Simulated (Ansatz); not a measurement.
**C6H10F2SiZr: basis-set convergence**

An exercise on one series of results from a longer session: the logs are not shown, and one member is left open.

The runs use Ansatz 0.2.0, Gaussian basis; one geometry, several basis sets.

Levels to be run: PBE0-D4/def2-SVP; ωB97M-V/def2-SVP; PBE0-D4/def2-QZVPP; ωB97M-V/def2-QZVPP; the functionals' def2-TZVPP values are taken from earlier runs.

## Structure used throughout

The geometry comes from an earlier relaxation with PBE0-D4 in a triple-zeta def2 set; it is a stationary point, not always the lowest conformer. Zr takes the def2 core potential; no spin-orbit term is included.

SMILES `[CH3][Zr]1234([F])([F])[C@@H]5[C@H]1[C@H]2[C@@]3([SiH3])[C@@H]54`, 20 atoms, charge 0, spin multiplicity 1.

Atoms are counted from 1 here; the program's logs count them from 0.

Bond lengths: C1–Zr2 2.224 Å, C1–H11 1.094 Å, C1–H12 1.099 Å, C1–H13 1.094 Å, Zr2–F3 1.916 Å, Zr2–F4 1.919 Å, Zr2–C5 2.532 Å, Zr2–C6 2.545 Å, Zr2–C7 2.530 Å, Zr2–C8 2.508 Å, Zr2–C10 2.492 Å, C5–C6 1.411 Å, C5–C10 1.407 Å, C5–H14 1.081 Å, C6–C7 1.410 Å, C6–H15 1.079 Å, C7–C8 1.417 Å, C7–H16 1.082 Å and more. Angles: Zr2–C1–H11 114.2°, Zr2–C1–H12 105.5°, Zr2–C1–H13 113.6°, H11–C1–H12 107.7°, H11–C1–H13 107.9°, H12–C1–H13 107.6°, C1–Zr2–F3 103.5°, C1–Zr2–F4 103.7°, C1–Zr2–C5 103.1°, C1–Zr2–C6 80.2°, C1–Zr2–C7 92.2°, C1–Zr2–C8 124.7°, C1–Zr2–C10 133.3°, F3–Zr2–F4 109.9°, F3–Zr2–C5 90.1°, F3–Zr2–C6 117.5°, F3–Zr2–C7 143.0°, F3–Zr2–C8 123.4° and more.

Coordinates:

```xyz
20
charge 0, multiplicity 1
C    -0.59074    1.41656   -2.38653
Zr    0.56331   -0.01590   -1.13717
F     2.37104    0.24241   -1.71743
F    -0.06741   -1.73334   -1.71502
C     1.04382    1.31488    0.96267
C    -0.32154    1.53089    0.67967
C    -0.99249    0.30030    0.83249
C    -0.05465   -0.69773    1.19630
Si   -0.42265   -2.49126    1.54201
C     1.21136   -0.04862    1.26872
H    -1.66942    1.40253   -2.20447
H    -0.42238    1.10063   -3.42592
H    -0.24698    2.45168   -2.29626
H     1.83167    2.05290    0.90834
H    -0.77330    2.46899    0.39500
H    -2.04743    0.13472    0.65952
H     0.69482   -3.33802    1.05408
H    -1.69246   -2.86628    0.87384
H    -0.56700   -2.69702    3.00784
H     2.15241   -0.52830    1.50232
```

Set-up of the first run:

in.yaml

```yaml
crystal:
  periodic: [false, false, false]
  atoms:
    - {symbol: C, position_ang: [-0.590738, 1.416559, -2.386534]}
    - {symbol: Zr, position_ang: [0.563311, -0.015902, -1.137174]}
    - {symbol: F, position_ang: [2.371038, 0.242405, -1.717429]}
    - {symbol: F, position_ang: [-0.067406, -1.733340, -1.715024]}
    - {symbol: C, position_ang: [1.043823, 1.314878, 0.962668]}
    - {symbol: C, position_ang: [-0.321539, 1.530890, 0.679671]}
    - {symbol: C, position_ang: [-0.992488, 0.300300, 0.832493]}
    - {symbol: C, position_ang: [-0.054648, -0.697728, 1.196300]}
    - {symbol: Si, position_ang: [-0.422649, -2.491255, 1.542009]}
    - {symbol: C, position_ang: [1.211361, -0.048617, 1.268716]}
    - {symbol: H, position_ang: [-1.669416, 1.402532, -2.204474]}
    - {symbol: H, position_ang: [-0.422382, 1.100628, -3.425918]}
    - {symbol: H, position_ang: [-0.246978, 2.451676, -2.296261]}
    - {symbol: H, position_ang: [1.831669, 2.052900, 0.908345]}
    - {symbol: H, position_ang: [-0.773304, 2.468989, 0.394999]}
    - {symbol: H, position_ang: [-2.047431, 0.134720, 0.659519]}
    - {symbol: H, position_ang: [0.694817, -3.338019, 1.054083]}
    - {symbol: H, position_ang: [-1.692462, -2.866283, 0.873836]}
    - {symbol: H, position_ang: [-0.566995, -2.697017, 3.007840]}
    - {symbol: H, position_ang: [2.152410, -0.528304, 1.502325]}
basis:
  gaussian: {orbitals: def2-SVP}
hamiltonian: {xc: pbe0, dispersion: d4}
output: {orbitals: {seedname: orbitals}}
```

Among the steps run: PBE0-D4 in def2-SVP; ωB97M-V in def2-SVP; PBE0-D4 in def2-QZVPP; ωB97M-V in def2-QZVPP.

One table of the session follows, with a row left open; its other results are not shown here.

It belongs to the step «Density functionals: the series». 

```
functional       basis  HOMO (eV)
   PBE0-D4    def2-SVP      -7.67
   PBE0-D4  def2-TZVPP      -7.65
   PBE0-D4  def2-QZVPP      -7.65
   ωB97M-V    def2-SVP      -9.83
   ωB97M-V  def2-TZVPP      -9.79
   ωB97M-V  def2-QZVPP          ?
```

Q: Estimate the row for ωB97M-V, def2-QZVPP from the others.

The run gave: HOMO (eV): -9.80. In the column «HOMO (eV)» it lies between ωB97M-V, def2-SVP (-9.83) and ωB97M-V, def2-TZVPP (-9.79).
